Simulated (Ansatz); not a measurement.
Runs of Ansatz 0.2.0 on AlRu. The cell holds a slab with vacuum, 8 atoms: a = 2.992 Å, b = 2.992 Å, c = 25.471 Å, α = 90.00°, β = 90.00°, γ = 90.00°. 

```csv
level,gap on the mesh (eV),largest force (eV/Å),work function (eV)
LDA,none,1.19,(b)
BLYP,none,0.37,2.81
revPBE,none,0.43,(a)
PBEsol,none,0.91,3.26
RPBE,none,0.38,3.09
```

Alike in all rows: task relaxation of the atoms; potentials or basis Ansatz PAW; no spin polarisation; cell atoms relaxed from: the (1 0 0) slab of AlRu, cut from the database cell, not relaxed; k mesh 9 × 9 × 1; cutoff (eV) 420; smearing fermi-dirac 0.05 eV.

Estimate the missing entries.

(a) 3.10; (b) 3.40.

Caveats: the PAW data sets come from PBE, with cores solved anew for the run's functional, which leaves a small shift of forces and pressure.

A k mesh can miss the band edges, and the runs leave out spin-orbit coupling on Ru.

A gap of «none» marks a metal or a gap under the smearing width.

Runs at the PBE level aren't shown here.
